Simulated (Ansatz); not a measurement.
I need a rigid scan of one bond length of CH6BGeN, SMILES BC=[N][GeH3]. Use Ansatz 0.2.0 through its Python package. Use (for the species named): PBE0, def2-SVP basis, multiplicity 1, D3BJ dispersion.

Contents of `ch6bgen.xyz`:
```text
10

B    -1.33660    1.75700    0.31460
C    -0.22370    0.76240    0.23190
N    -0.46030   -0.39490   -0.28500
Ge    1.00320   -1.64430   -0.37610
H    -1.19280    2.86430    0.74880
H    -2.45850    1.53910   -0.10720
H     0.78560    1.04420    0.61800
H     0.42150   -2.93420   -1.02990
H     1.45180   -1.95280    1.09610
H     2.09270   -1.09180   -1.20820
```

`ch6bgen_scan.py`
```python
"""Stretching a bond of CH6BGeN, the rest held rigid."""

import ansatz
import numpy as np

molecule = ansatz.Crystal.molecule_from_extxyz("ch6bgen.xyz")

symbols = [site.symbol for site in molecule.cartesian_sites]
start = np.array([site.position_ang for site in molecule.cartesian_sites])
axis = (start[7] - start[3]) / np.linalg.norm(start[7] - start[3])
moving = [7]
lengths, energies = [1.372, 1.434, 1.496, 1.559, 1.621, 1.683, 1.746, 1.839], []
for length in lengths:
    xyz = start.copy()
    xyz[moving] += (length - np.linalg.norm(start[7] - start[3])) * axis
    point = ansatz.Crystal.molecule()
    for symbol, place in zip(symbols, xyz):
        point = point.atom(symbol, place.tolist())
    calculation = (
        point.calculation()
        .basis(gaussian="def2-SVP")
        .functional("pbe0", dispersion="d3bj")
    )
    summary = calculation.run(threads=1, pin="off").report
    energies.append(summary["free_energy_ev"])
    print(f"r = {length:6.3f} A  E = {energies[-1]:.5f} eV  <S^2> = {abs(summary['mean_field']['state']['spin_squared']):.3f}")

# quartic fit about the minimum
fit = np.polynomial.Polynomial.fit(lengths, np.array(energies) - min(energies), 4).convert()
roots = [r.real for r in fit.deriv().roots() if abs(r.imag) < 1e-9 and fit.deriv(2)(r.real) > 0]
r_e = min(roots, key=lambda r: abs(r - lengths[int(np.argmin(energies))]))
print(f"minimum of the fit at {r_e:.4f} A, force constant {fit.deriv(2)(r_e):.2f} eV/A^2")
```

Running `python ch6bgen_scan.py` prints:
```text
r =  1.372 A  E = -59796.20718 eV  <S^2> = 0.000
r =  1.434 A  E = -59796.39896 eV  <S^2> = 0.000
r =  1.496 A  E = -59796.48707 eV  <S^2> = 0.000
r =  1.559 A  E = -59796.49482 eV  <S^2> = 0.000
r =  1.621 A  E = -59796.44091 eV  <S^2> = 0.000
r =  1.683 A  E = -59796.34079 eV  <S^2> = 0.000
r =  1.746 A  E = -59796.20387 eV  <S^2> = 0.000
r =  1.839 A  E = -59795.95766 eV  <S^2> = 0.000
minimum of the fit at 1.5336 A, force constant 17.79 eV/A^2
```

Total energies depend on the basis set; only differences at equal settings carry meaning. The rest of the molecule is held rigid at a force-field or estimated start geometry, and the basis set is modest; single-reference methods fail as a bond breaks. The orbitals are restricted, so S² is zero by construction. Run time: 21 s on 1 thread of Intel(R) Xeon(R) Processor @ 2.30GHz, with other jobs on the host, peak memory 0.32 GiB.
